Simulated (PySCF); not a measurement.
# C3H8BFO: the cost of one run

The runs use PySCF 2.14.0, with density-fitted response routines of our own; the level of theory stands in each step. All values are computed, except where a source is named. Atoms count from 0, in the outputs and in this text.

## (1) The starting structure

14 atoms, charge 0, multiplicity 1; geometry from: GFN2-xTB. The atoms were then displaced at random by about 0.01 Å, so the start is not that level's minimum.

Bonds of the start (Å): B0–O1 1.67, O1–C2 1.45, C2–C3 1.49, C3–C4 1.51, C4–F5 1.36, C4–O1 1.41, B0–H6 1.19, B0–H7 1.21, B0–H8 1.17, C2–H9 1.10, C2–H10 1.08, C3–H11 1.11, C3–H12 1.11, C4–H13 1.08.

## (2) Relaxing the molecule at PBE0-D3(BJ)/def2-SVP

What the job is given:

```
{"job": {"xc": "PBE0", "basis": "def2-SVP", "d3": "d3bj", "grid": 1, "shake": 0.01, "kind": "geom"}, "charge": 0, "multiplicity": 1}
B      1.888790    -0.291800     0.068520
O      0.357920     0.174170     0.553830
C     -0.383000     1.096060    -0.293310
C     -1.513360     0.131480    -0.352100
C     -0.653810    -0.807370     0.458030
F     -1.136820    -1.087250     1.702050
H      1.742890    -0.680430    -1.048610
H      2.497250     0.748850     0.131020
H      2.176300    -1.087690     0.871400
H     -0.531180     2.044070     0.239830
H      0.148810     1.258060    -1.219860
H     -2.428700     0.447190     0.199160
H     -1.843790    -0.222380    -1.345690
H     -0.328460    -1.738060     0.027970
```

Run with:

```sh
> OMP_NUM_THREADS=1 python probes_run.py task.json out
```

One launch serves the whole session: the jobs run in the order shown.

**Question.** How long does this first job take on 1 thread of Arm Neoverse V2, shared host, and how much memory does it need?

About 45 s, with a peak of 0.5 GiB.
